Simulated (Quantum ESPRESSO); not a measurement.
## MnCoGe under changes of volume

One of the cells (12.427 Å³/atom); the others are scaled copies at fixed shape and fractional positions:

```
Ge Co Mn
1.0
     4.09114    0.00000    0.00000
    -2.04557    3.54303    0.00000
     0.00000    0.00000    5.14388
Ge Co Mn
2 2 2
Direct
  0.33333 0.66667 0.25000
  0.66667 0.33333 0.75000
  0.66667 0.33333 0.25000
  0.33333 0.66667 0.75000
  0.00000 0.00000 0.50000
  0.00000 0.00000 0.00000
```

The cell is a database's computed one.

* Program: Quantum ESPRESSO 7.5
* Functional: LDA
* Potentials or basis: GBRV 1.5 LDA
* Cutoff: 762 eV
* Density cutoff: 6095 eV
* k mesh: 4 × 4 × 3
* Occupations: fermi-dirac, width 0.05 eV
* Spin: collinear spin, ferromagnetic start
* Starting moments: [0.0, 0.0, 2.0, 2.0, 4.0, 4.0] μB

```tsv
volume (Å³/atom)	energy over the lowest point (meV/atom)	pressure (GPa)	moment (μB per cell)
11.681	0.00	-7.1	5.24
11.930	13.94	-10.9	5.29
12.178	?	?	?
12.427	58.02	-17.2	5.40
12.675	86.87	-19.8	5.45
12.924	119.49	-22.0	5.51
13.172	155.43	-23.8	5.61
```

Question: What does the run at 12.178 Å³/atom give?

Answer: Energy over the lowest point 33.51 meV/atom; pressure -14.3 GPa; moment 5.35 μB per cell.

Worked out: A Birch-Murnaghan fit of order 3 (a polynomial in V^(-2/3)) to the other rows has no minimum within the range. It gives 33.47 meV/atom at 12.178 Å³/atom, against the run's 33.51, and -dE/dV = -14.3 GPa, against -14.3. A parabola through the other rows of the moment, of slope 0.211 μB per Å³/atom there, gives 5.33 μB, against the run's 5.35.

Energies are extrapolated to zero smearing.

Caveats: all runs use coarse meshes.
